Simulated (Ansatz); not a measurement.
# B2H7NOSi: the cost of one run

Program: Ansatz 0.2.0, driven from Python. Level of theory: Hartree-Fock/def2-SVP. These are calculated values, not measurements.

### 1 The system

Bond lengths: B1–O2 1.465 Å, O2–Si3 1.729 Å, Si3–B4 1.911 Å, Si3–N5 1.829 Å, B1–H6 1.135 Å, B1–H7 1.228 Å, Si3–H8 1.420 Å, B4–H9 1.212 Å, B4–H10 1.130 Å, N5–H11 1.016 Å, N5–H12 1.048 Å. Angles (14 of 16 angles, heavy atoms first): B1–O2–Si3 106.4°, O2–Si3–B4 112.8°, O2–Si3–N5 109.9°, B4–Si3–N5 107.6°, O2–B1–H6 124.8°, O2–B1–H7 117.6°, O2–Si3–H8 108.6°, B4–Si3–H8 111.4°, N5–Si3–H8 106.3°, Si3–B4–H9 115.6°, Si3–B4–H10 123.4°, Si3–N5–H11 106.3°, Si3–N5–H12 108.0°, H6–B1–H7 117.2°.

No structure file is read: the coordinates are typed or built in the script.

### 2 Script

run_bde.py

```python
"""Cost of removing each kind of hydrogen from B2H7NOSi, fragments frozen."""

import ansatz
from ase import Atoms


def total_energy(molecule, charge=0, unpaired=0):
    calc = (
        molecule.calculation()
        .basis(gaussian="def2-SVP")
        .functional("hf")
    )
    if charge:
        calc = calc.charge(charge)
    if unpaired:
        calc = calc.spin("collinear", total=unpaired)
    return calc.run().report["free_energy_ev"]

def without(molecule, index):
    rest = ansatz.Crystal.molecule()
    for i, site in enumerate(molecule.cartesian_sites):
        if i != index:
            rest = rest.atom(site.symbol, site.position_ang)
    return rest

atoms = Atoms(["B", "O", "Si", "B", "N", "H", "H", "H", "H", "H", "H", "H"], positions=[
    (0.3066, 1.5911, 1.1503),
    (-0.6781, 0.5588, 1.4834),
    (-0.494, -0.6915, 0.3032),
    (-0.968, -0.1212, -1.4585),
    (1.247, -1.2505, 0.2526),
    (1.3411, 1.671, 1.6096),
    (-0.0597, 2.5148, 0.4287),
    (-1.2629, -1.8149, 0.7086),
    (-1.9238, -0.6816, -1.9502),
    (-0.5024, 0.7728, -1.9696),
    (1.2583, -2.0996, -0.3057),
    (1.813, -0.5044, -0.2184),
])
b2h7nosi = ansatz.Crystal.molecule_from_ase(atoms)

whole = total_energy(b2h7nosi, 0)
hydrogen = total_energy(ansatz.Crystal.molecule().atom("H", (0, 0, 0)), 0, 1)
print(f"E(molecule) = {whole:.5f} eV, E(H) = {hydrogen:.5f} eV")
for index in [6, 7, 9]:
    radical = total_energy(without(b2h7nosi, index), 0, 1)
    print(f"H{index}: homolysis {96.485332 * (radical + hydrogen - whole):.1f} kJ/mol")
```

### 3 What the engine is handed

The engine receives this input (first run):

```yaml
crystal:
  periodic: [false, false, false]
  atoms:
    - { symbol: B, position_ang: [0.3066, 1.5911, 1.1503] }
    - { symbol: O, position_ang: [-0.6781, 0.5588, 1.4834] }
    - { symbol: Si, position_ang: [-0.494, -0.6915, 0.3032] }
    - { symbol: B, position_ang: [-0.968, -0.1212, -1.4585] }
    - { symbol: "N", position_ang: [1.247, -1.2505, 0.2526] }
    - { symbol: H, position_ang: [1.3411, 1.671, 1.6096] }
    - { symbol: H, position_ang: [-0.0597, 2.5148, 0.4287] }
    - { symbol: H, position_ang: [-1.2629, -1.8149, 0.7086] }
    - { symbol: H, position_ang: [-1.9238, -0.6816, -1.9502] }
    - { symbol: H, position_ang: [-0.5024, 0.7728, -1.9696] }
    - { symbol: H, position_ang: [1.2583, -2.0996, -0.3057] }
    - { symbol: H, position_ang: [1.813, -0.5044, -0.2184] }
basis:
  gaussian:
    orbitals: def2-SVP
hamiltonian:
  xc: hf
```

### 4 The run

Command:

```
python run_bde.py
```

**Question.** How long does this script take on 1 thread of Arm Neoverse V2, shared host, and how much memory does it need?

About 18 s, with a peak of 0.34 GiB.
